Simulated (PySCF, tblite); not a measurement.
# C8H14BF: geometry, infrared bands and NMR shifts

Aim: predict the infrared bands and NMR shifts of C8H14BF (`C=C/C=C(/F)CBC(C)C`).

Programs: tblite 0.8.0 and PySCF 2.14.0, with density-fitted response routines of our own. Each step states its level of theory. These are calculated values for one molecule in the gas phase, unless marked as measured. Atoms are numbered from 0 throughout.

### Step 1. The starting structure

24 atoms, charge 0, multiplicity 1; geometry from: force field or distance geometry start.

Bonds of the start (Å): C0–C1 1.33, C1–C2 1.47, C2–C3 1.34, C3–F4 1.35, C3–C5 1.52, C5–B6 1.59, B6–C7 1.59, C7–C8 1.52, C7–C9 1.54, C0–H10 1.08, C0–H11 1.08, C1–H12 1.10, C2–H13 1.09, C5–H14 1.11, C5–H15 1.10, B6–H16 1.19, C7–H17 1.12, C8–H18 1.11, C8–H19 1.12, C8–H20 1.12, C9–H21 1.11, C9–H22 1.10, C9–H23 1.11.

### Step 2. Optimising the geometry with GFN2-xTB

The job: settings as JSON, then the geometry in Å.

```
{"job": {"kind": "relax", "xc": "GFN2-xTB", "basis": "xTB"}, "charge": 0, "multiplicity": 1}
C      3.170000     1.910100     0.703700
C      2.438000     0.808400     0.545000
C      2.186400     0.244100    -0.784300
C      1.445100    -0.847000    -1.022600
F      1.285800    -1.266700    -2.290600
C      0.789700    -1.673200     0.066600
B     -0.485900    -0.928900     0.663300
C     -1.716500    -0.525100    -0.266200
C     -1.868700     0.989800    -0.318400
C     -3.012900    -1.190800     0.238200
H      3.343500     2.306100     1.693500
H      3.566500     2.434300    -0.148600
H      2.052600     0.322000     1.452600
H      2.601500     0.758100    -1.649100
H      1.518700    -1.893700     0.878000
H      0.453300    -2.638200    -0.346700
H     -0.508900    -0.648100     1.818300
H     -1.523000    -0.901200    -1.300800
H     -0.945500     1.463500    -0.707200
H     -2.078500     1.406000     0.698200
H     -2.713000     1.276800    -0.992200
H     -3.856700    -0.930900    -0.436600
H     -2.892200    -2.288000     0.251900
H     -3.261100    -0.853300     1.261700
```

Command:

```sh
$ OMP_NUM_THREADS=1 python probes_run.py task.json out
```

This one command runs all jobs of the session in turn.

The log of the run:

```text
step      E/eV     max force
  0    -820.80001    1.220
  1    -820.88828    0.563
  2    -820.92814    0.505
  3    -820.94556    0.365
  4    -820.95580    0.204
  5    -820.96092    0.167
  6    -820.96767    0.248
  7    -820.97192    0.140
  8    -820.97392    0.121
  9    -820.97529    0.109
 10    -820.97686    0.145
 11    -820.97850    0.105
 12    -820.97933    0.054
 13    -820.97983    0.041
 14    -820.98031    0.061
 15    -820.98089    0.060
 16    -820.98138    0.041
 17    -820.98171    0.039
 18    -820.98193    0.035
 19    -820.98214    0.034
 20    -820.98234    0.030
 21    -820.98251    0.028
 22    -820.98263    0.027
 23    -820.98274    0.023
 24    -820.98285    0.025
 25    -820.98295    0.026
 26    -820.98306    0.024
 27    -820.98317    0.021
 28    -820.98330    0.030
 29    -820.98346    0.035
 30    -820.98366    0.041
 31    -820.98388    0.037
 32    -820.98410    0.034
 33    -820.98430    0.040
 34    -820.98448    0.040
 35    -820.98461    0.027
 36    -820.98470    0.018
 37    -820.98477    0.017
 38    -820.98484    0.022
 39    -820.98493    0.024
 40    -820.98505    0.027
 41    -820.98519    0.024
 42    -820.98533    0.035
 43    -820.98549    0.043
 44    -820.98570    0.041
 45    -820.98596    0.038
 46    -820.98623    0.032
 47    -820.98648    0.035
 48    -820.98672    0.035
 49    -820.98699    0.040
 50    -820.98731    0.045
 51    -820.98766    0.043
 52    -820.98799    0.045
 53    -820.98832    0.037
 54    -820.98869    0.041
 55    -820.98908    0.047
 56    -820.98947    0.046
 57    -820.98985    0.049
 58    -820.99026    0.055
 59    -820.99075    0.062
 60    -820.99126    0.059
 61    -820.99171    0.049
 62    -820.99211    0.051
 63    -820.99260    0.058
 64    -820.99326    0.062
 65    -820.99403    0.064
 66    -820.99458    0.058
 67    -820.99534    0.063
 68    -820.99594    0.043
 69    -820.99669    0.038
 70    -820.99711    0.051
 71    -820.99753    0.042
 72    -820.99783    0.041
 73    -820.99824    0.050
 74    -820.99876    0.051
 75    -820.99945    0.067
 76    -821.00046    0.063
 77    -821.00148    0.068
 78    -821.00259    0.072
 79    -821.00365    0.080
 80    -821.00477    0.111
 81    -821.00602    0.086
 82    -821.00807    0.071
 83    -821.00958    0.074
 84    -821.01076    0.076
 85    -821.01157    0.054
 86    -821.01204    0.068
 87    -821.01239    0.051
 88    -821.01270    0.051
 89    -821.01303    0.044
 90    -821.01348    0.038
 91    -821.01394    0.050
 92    -821.01439    0.056
 93    -821.01485    0.053
 94    -821.01534    0.057
 95    -821.01586    0.052
 96    -821.01630    0.044
 97    -821.01670    0.048
 98    -821.01698    0.037
 99    -821.01735    0.034
100    -821.01774    0.040
101    -821.01814    0.040
102    -821.01856    0.060
103    -821.01890    0.044
104    -821.01929    0.068
105    -821.01965    0.045
106    -821.02020    0.038
107    -821.02052    0.067
108    -821.02114    0.057
109    -821.02152    0.052
110    -821.02175    0.026
111    -821.02187    0.026
112    -821.02198    0.022
113    -821.02210    0.025
114    -821.02224    0.025
115    -821.02238    0.027
116    -821.02252    0.029
117    -821.02267    0.033
118    -821.02287    0.032
119    -821.02325    0.032
120    -821.02356    0.034
121    -821.02389    0.035
122    -821.02420    0.038
123    -821.02448    0.035
124    -821.02468    0.026
125    -821.02479    0.018
126    -821.02486    0.017
127    -821.02493    0.016
128    -821.02500    0.019
129    -821.02507    0.023
130    -821.02519    0.027
131    -821.02536    0.034
132    -821.02560    0.033
133    -821.02585    0.038
134    -821.02606    0.039
135    -821.02624    0.031
136    -821.02645    0.035
137    -821.02671    0.038
138    -821.02702    0.037
139    -821.02727    0.035
140    -821.02750    0.032
141    -821.02773    0.038
142    -821.02792    0.028
143    -821.02806    0.025
144    -821.02819    0.028
145    -821.02833    0.027
146    -821.02850    0.030
147    -821.02867    0.027
148    -821.02885    0.035
149    -821.02908    0.048
150    -821.02941    0.065
151    -821.02986    0.073
152    -821.03046    0.064
153    -821.03106    0.053
154    -821.03171    0.070
155    -821.03224    0.055
156    -821.03281    0.055
157    -821.03320    0.040
158    -821.03352    0.053
159    -821.03382    0.055
160    -821.03421    0.045
161    -821.03460    0.035
162    -821.03487    0.036
163    -821.03509    0.044
164    -821.03535    0.044
165    -821.03560    0.034
166    -821.03590    0.032
167    -821.03618    0.044
168    -821.03660    0.044
169    -821.03708    0.047
170    -821.03758    0.050
171    -821.03801    0.044
172    -821.03835    0.058
173    -821.03852    0.039
174    -821.03876    0.028
175    -821.03890    0.025
176    -821.03907    0.023
177    -821.03918    0.025
178    -821.03927    0.015
179    -821.03931    0.013
180    -821.03935    0.012
181    -821.03938    0.012
182    -821.03941    0.010
183    -821.03943    0.009
```

Run time: 5.5 s. Hardware: 1 thread of Intel Xeon at 2.50GHz, shared host; peak memory 0.18 GiB.

Step by step: (not every step is listed)

```
step  energy from step 0 (eV)  largest force (eV/Å)
   0                   0.0000                1.2204
   1                  -0.0883                0.5629
   2                  -0.1281                0.5049
   3                  -0.1455                0.3646
   4                  -0.1558                0.2036
   5                  -0.1609                0.1670
   6                  -0.1677                0.2476
   7                  -0.1719                0.1400
   8                  -0.1739                0.1208
  25                  -0.1829                0.0257
  42                  -0.1853                0.0354
  59                  -0.1907                0.0621
  76                  -0.2004                0.0633
  93                  -0.2148                0.0528
 110                  -0.2217                0.0257
 127                  -0.2249                0.0164
 144                  -0.2282                0.0280
 161                  -0.2346                0.0350
 178                  -0.2393                0.0152
 179                  -0.2393                0.0134
 180                  -0.2393                0.0124
 181                  -0.2394                0.0117
 182                  -0.2394                0.0104
 183                  -0.2394                0.0086
```

Distances of close pairs at the start and the end, largest changes first:

```csv
bond,before (Å),after (Å),change (Å)
C8–H19,1.118,1.088,-0.030
C8–H20,1.118,1.088,-0.030
C3–C5,1.516,1.487,-0.029
C1–C2,1.466,1.442,-0.024
C7–H17,1.118,1.095,-0.023
C9–H21,1.111,1.089,-0.022
C5–H14,1.113,1.091,-0.022
C8–H18,1.108,1.087,-0.021
```

The end geometry stands in the next job.

### Step 3. Harmonic vibrations with GFN2-xTB

The job: settings as JSON, then the geometry in Å.

```
{"job": {"kind": "ir", "xc": "GFN2-xTB", "basis": "xTB"}, "charge": 0, "multiplicity": 1}
C      3.072349     2.170932     0.176399
C      2.384518     1.038044     0.286698
C      2.046708     0.207323    -0.842803
C      1.381621    -0.947128    -0.775939
F      1.141389    -1.598613    -1.946632
C      0.823724    -1.669305     0.398215
B     -0.727665    -1.491333     0.670478
C     -1.638860    -0.563726    -0.226822
C     -1.517447     0.869876     0.330646
C     -3.115287    -0.972172    -0.251881
H      3.313758     2.776249     1.032727
H      3.417761     2.530445    -0.778873
H      2.047464     0.706484     1.259658
H      2.368187     0.556449    -1.814424
H      1.391412    -1.409704     1.293043
H      0.993294    -2.740189     0.238496
H     -1.175399    -2.050787     1.597528
H     -1.287160    -0.527475    -1.263385
H     -0.491505     1.225238     0.273844
H     -1.838983     0.903251     1.369627
H     -2.148903     1.544246    -0.244260
H     -3.695090    -0.281681    -0.862353
H     -3.227320    -1.971647    -0.665928
H     -3.530302    -0.970781     0.753499
```

The log of the run:

```text
mode    cm-1     km/mol
  1      26.4      0.36
  2      38.1      0.43
  3      58.9      0.71
  4      87.3      0.94
  5     126.1      0.20
  6     191.2      1.29
  7     203.6      0.27
  8     206.8      0.31
  9     224.0      0.10
 10     227.5      1.32
 11     304.8      0.13
 12     330.5      1.85
 13     345.6      1.79
 14     433.3      1.52
 15     446.6      9.98
 16     479.1     10.12
 17     591.9     11.47
 18     623.6      6.09
 19     655.1      1.99
 20     768.1      4.85
 21     787.4    104.95
 22     853.8     31.84
 23     863.1     22.70
 24     887.0      2.47
 25     930.0     15.59
 26     939.4     13.22
 27     950.2      4.45
 28     979.4     43.80
 29     989.8     16.48
 30    1013.9     22.73
 31    1066.9     48.56
 32    1088.0     79.80
 33    1095.0     31.78
 34    1128.2     69.64
 35    1167.4     49.00
 36    1186.6     35.84
 37    1189.8      7.83
 38    1231.3     37.13
 39    1270.6     39.92
 40    1275.1     11.91
 41    1322.6     26.79
 42    1331.8     12.15
 43    1400.1      0.25
 44    1414.6      3.50
 45    1417.7      0.41
 46    1425.4     24.88
 47    1499.7      0.25
 48    1501.4      1.56
 49    1509.1      2.77
 50    1511.7      3.46
 51    1662.7      4.21
 52    1689.5    183.40
 53    2631.7    135.38
 54    2937.5     31.25
 55    2938.4     15.08
 56    2988.2     10.29
 57    3014.4     16.87
 58    3019.1     66.49
 59    3026.1      9.74
 60    3033.2     75.99
 61    3037.5     29.88
 62    3041.2     27.60
 63    3060.8     19.87
 64    3081.0     31.78
 65    3103.3     19.39
 66    3133.8     46.89
```

Run time: 4 s. Hardware: 1 thread of Intel Xeon at 2.50GHz, shared host; peak memory 0.18 GiB.

The strongest bands and the atoms that carry them (share of the mass-weighted mode):

```
cm⁻¹  km/mol                                 atoms
 787   105.0  B6 30 %, H16 19 %, C5 17 %, H15 10 %
1088    79.8   C7 27 %, H16 14 %, C9 11 %, B6 11 %
1128    69.6  C7 18 %, B6 16 %, H16 15 %, H22 11 %
1167    49.0           C3 29 %, H14 26 %, H15 11 %
1690   183.4                      C3 50 %, C2 45 %
2632   135.4                              H16 92 %
3019    66.5          H20 65 %, H19 14 %, H21 12 %
3033    76.0          H23 41 %, H22 27 %, H19 18 %
```

### Step 4. NMR shieldings: PBE0/pcSseg-1

The job, as its differences from that of step 3:

```diff
@@ -1,2 +1,2 @@
-{"job": {"kind": "ir", "xc": "GFN2-xTB", "basis": "xTB"}, "charge": 0, "multiplicity": 1}
+{"job": {"kind": "nmr", "xc": "PBE0", "basis": "pcSseg-1"}, "charge": 0, "multiplicity": 1}
 C      3.072349     2.170932     0.176399
```

Level: GIAO PBE0/pcSseg-1 NMR shielding, non-relativistic, gas phase.

The log of the run:

```text
coarse grid: 19544 points
cycle   1  E = -437.1949773207  dE =  1.051e+00  |g| = 6.435e-01  |ddm| = 4.285e+00
cycle   2  E = -437.1358298368  dE =  5.915e-02  |g| = 8.473e-01  |ddm| = 1.156e+00
cycle   3  E = -437.2862099672  dE = -1.504e-01  |g| = 1.410e-01  |ddm| = 7.078e-01
cycle   4  E = -437.2910934383  dE = -4.883e-03  |g| = 4.993e-02  |ddm| = 1.817e-01
cycle   5  E = -437.2916963648  dE = -6.029e-04  |g| = 1.528e-02  |ddm| = 5.353e-02
cycle   6  E = -437.2917442141  dE = -4.785e-05  |g| = 4.150e-03  |ddm| = 1.452e-02
cycle   7  E = -437.2917478302  dE = -3.616e-06  |g| = 1.006e-03  |ddm| = 3.961e-03
final grid: 187688 points
cycle   8  E = -437.3575213085  dE = -6.896e-05  |g| = 1.118e-02  |ddm| = 4.397e-02
cycle   9  E = -437.3575086678  dE =  1.264e-05  |g| = 1.390e-02  |ddm| = 2.097e-02
cycle  10  E = -437.3575521454  dE = -4.348e-05  |g| = 1.625e-03  |ddm| = 1.170e-02
cycle  11  E = -437.3575525652  dE = -4.198e-07  |g| = 3.250e-04  |ddm| = 1.501e-03
cycle  12  E = -437.3575525811  dE = -1.587e-08  |g| = 1.322e-04  |ddm| = 3.425e-04
cycle  13  E = -437.3575525853  dE = -4.267e-09  |g| = 3.867e-05  |ddm| = 1.472e-04
cycle  14  E = -437.3575525857  dE = -3.470e-10  |g| = 1.224e-05  |ddm| = 4.214e-05
converged SCF energy = -437.3575525857

GIAO shielding tensors (ppm)
atom      isotropic    diamagn.    paramagn.     s11        s22        s33       span
  0 C       65.945     251.900    -185.956    -40.279     77.066    161.048    201.327
  1 C       48.260     258.038    -209.778    -70.226     51.339    163.669    233.895
  2 C       71.921     258.198    -186.277    -12.365     88.516    139.611    151.976
  3 C       11.022     253.923    -242.900    -83.984     47.221     69.829    153.813
  4 F      255.691     478.903    -223.212    167.984    286.348    312.740    144.757
  5 C      150.758     255.295    -104.538    132.744    154.004    165.524     32.780
  6 B       10.607     191.838    -181.230    -64.888    -17.833    114.544    179.432
  7 C      157.716     250.987     -93.271    139.729    160.203    173.216     33.487
  8 C      171.515     251.941     -80.426    152.826    171.615    190.105     37.279
  9 C      164.312     244.464     -80.152    147.790    159.471    185.674     37.885
 10 H       26.496      29.282      -2.787     23.519     25.451     30.518      6.999
 11 H       26.323      30.391      -4.068     23.215     25.454     30.300      7.085
 12 H       25.398      35.054      -9.656     21.689     24.323     30.181      8.492
 13 H       25.594      33.733      -8.139     23.331     24.169     29.281      5.950
 14 H       28.726      32.155      -3.429     24.400     29.212     32.566      8.166
 15 H       29.245      29.158       0.087     24.725     28.333     34.677      9.952
 16 H       24.132      31.902      -7.770     17.911     26.984     27.500      9.589
 17 H       29.762      35.500      -5.738     24.215     29.866     35.207     10.992
 18 H       30.827      35.768      -4.940     24.225     29.589     38.669     14.444
 19 H       31.270      33.168      -1.898     27.647     28.918     37.244      9.597
 20 H       30.630      32.742      -2.111     26.917     28.381     36.593      9.676
 21 H       30.632      28.922       1.710     26.276     28.705     36.916     10.640
 22 H       30.338      28.518       1.820     25.791     27.943     37.281     11.490
 23 H       30.581      28.928       1.654     26.939     28.428     36.378      9.439
```

It took 3.4 min on 1 thread of Intel Xeon at 2.50GHz, shared host; peak memory 1.1 GiB.

The references, computed at this level on geometries of the same kind, shield at (ppm): ¹H TMS 31.72, ¹³C TMS 186.9, ¹⁹F CFCl3 170.9, ¹¹B BF3·OEt2 100.1. Their shielding less the atom's gives the shift. The references are single molecules in the gas phase, so shifts against H2O, NH3, PH3, H3PO4 or CFCl3 are not on the usual liquid scales and can be off by tens of ppm. Atoms listed in one row are averaged.

```
                       atoms                                 environment  σ (ppm)  δ (ppm)  δ scaled to CDCl3
                          C3             fully substituted alkene carbon     11.0    175.9              169.8
                          C1                                   alkene CH     48.3    138.7              133.4
                          C0                        terminal =CH2 carbon     65.9    121.0              116.2
                          C2                                   alkene CH     71.9    115.0              110.3
                          C5                 allylic sp3 CH2 bonded to B    150.8     36.2               33.4
                          C7                          sp3 CH bonded to B    157.7     29.2               26.6
                      C8, C9                               methyl carbon    167.9     19.0               16.6
                         H16           hydrogen on a boron bonded to 2 C    24.13     7.59                  –
                         H12                    hydrogen on an alkene CH    25.40     6.32               6.06
                         H13                    hydrogen on an alkene CH    25.59     6.12               5.88
                         H11          hydrogen on a terminal =CH2 carbon    26.32     5.39               5.19
                         H10          hydrogen on a terminal =CH2 carbon    26.50     5.22               5.03
                    H14, H15  hydrogen on an allylic sp3 CH2 bonded to B    28.99     2.73               2.68
                         H17           hydrogen on an sp3 CH bonded to B    29.76     1.95               1.95
H18, H19, H20, H21, H22, H23                 hydrogen on a methyl carbon    30.71     1.00               1.05
                          F4                            vinylic fluorine    255.7    -84.7                  –
                          B6                      boron bonded to 2 C, H     10.6     89.5                  –
```

The scaled column applies a straight-line fit of computed shieldings to shifts measured in CDCl3, and one for carbons that bear F (root-mean-square error 0.16 ppm for H, 1.9 ppm for C).

The run also stored atomic charges by several schemes (e):

```
 atoms  Mulliken    IAO  Hirshfeld  ESP fit
    C0     -0.14  -0.32      -0.10    -0.49
    C1     -0.20  -0.14      -0.05    -0.02
    C2     -0.17  -0.23      -0.09    -0.36
    C3      0.24   0.31       0.10     0.31
    F4     -0.29  -0.28      -0.09    -0.21
    C5     -0.44  -0.44      -0.14    -0.52
    B6      0.41   0.22       0.19     0.36
    C7     -0.55  -0.24      -0.09     0.35
C8, C9     -0.24  -0.40      -0.11    -0.52
```

Mayer bond orders: C0–C1 1.91, C1–C2 1.08, C2–C3 1.81, C3–F4 0.88, C3–C5 1.07, C5–B6 0.94, B6–C7 0.97, C7–C8 1.02, C7–C9 1.04.

Orbitals, density, ELF and potential are computed afterwards from the orbital file.

Frontier orbitals at PBE0/pcSseg-1, with the share of their density that lies nearest to each atom:

```
orbital  energy (eV)                                     lies on
   HOMO        -6.38  C0, C2, C3 about 22 % each; C1 9 %; F4 7 %
   LUMO        -1.16                           B6 52 %; H16 13 %
```

ELF in a plane through or near 6 of the atoms.

Values, 10 rows by 14 columns:
```
0.00 0.00 0.00 0.00 0.00 0.00 0.00 0.00 0.00 0.00 0.00 0.00 0.00 0.00
0.00 0.00 0.00 0.00 0.00 0.00 0.00 0.00 0.00 0.00 0.00 0.00 0.00 0.00
0.00 0.00 0.01 0.04 0.02 0.00 0.01 0.05 0.38 0.09 0.00 0.00 0.00 0.00
0.00 0.00 0.45 0.64 0.56 0.10 0.73 0.84 0.65 0.15 0.03 0.03 0.00 0.00
0.00 0.02 0.46 0.57 0.84 0.46 0.19 0.84 0.80 0.28 0.91 0.81 0.01 0.00
0.00 0.01 0.48 0.79 0.35 0.42 0.04 0.15 0.94 0.53 0.48 0.21 0.01 0.00
0.00 0.00 0.01 0.06 0.15 0.17 0.78 0.67 0.22 0.13 0.03 0.10 0.00 0.00
0.00 0.00 0.00 0.00 0.02 0.05 0.49 0.99 0.15 0.01 0.00 0.00 0.00 0.00
0.00 0.00 0.00 0.00 0.00 0.00 0.28 0.97 0.09 0.00 0.00 0.00 0.00 0.00
0.00 0.00 0.00 0.00 0.00 0.00 0.00 0.00 0.00 0.00 0.00 0.00 0.00 0.00
```
The map spans 13.5 Å across and 10.8 Å up, centred on the molecule. Atoms in the plane (x, y in Å): C0 (-3.7, 1.0), C1 (-2.6, 0.2), C5 (-0.2, -1.7), C8 (1.0, 1.5), H15 (0.1, -2.8), H18 (0.0, 1.4).

On the surface of density 0.002 e/bohr³ the electrostatic potential runs, from the 1st to the 99th percentile, from -0.82 V near F4 to 1.33 V near B6.

### Step 5. Results

| quantity | value |
| --- | --- |
| strongest single infrared mode (GFN2-xTB) | 1690 cm⁻¹, 183 km/mol |
| zero-point energy (GFN2-xTB) | 124.4 kcal/mol |
| ¹³C shifts against TMS (PBE0/pcSseg-1, means over atoms taken as alike) | 175.9, 138.7, 121.0, 115.0, 36.2, 29.2, 19.0 ppm |
| ¹H shifts against TMS (PBE0/pcSseg-1, means over atoms taken as alike) | 7.59, 6.32, 6.12, 5.39, 5.22, 2.73, 1.95, 1.00 ppm |
| ¹⁹F shifts against CFCl3 (PBE0/pcSseg-1) | -84.7 ppm |
| ¹¹B shifts against BF3·OEt2 (PBE0/pcSseg-1) | 89.5 ppm |
| surface potential, 1st and 99th percentile | -0.82 V and 1.33 V |

What this shows: Relaxing lowered the energy by 0.239 eV in 183 steps; the close pair that moved most is C8–H19, from 1.118 to 1.088 Å. No mode is imaginary among the 66: a minimum at this level. The strongest single mode, at 1690 cm⁻¹, moves mainly C3 and C2. GFN2-xTB is a fitted tight-binding method: band positions and strengths are rough. Its intensities can rank the bands wrongly. At PBE0/pcSseg-1: Shielding is most anisotropic at C1 (span 234 ppm, paramagnetic term -210 ppm). At PBE0/pcSseg-1, counted by nearest atom on the grid, the HOMO lies on C0, C2, C3 about 22 % each; C1 9 %, the LUMO on B6 52 %; H16 13 %.
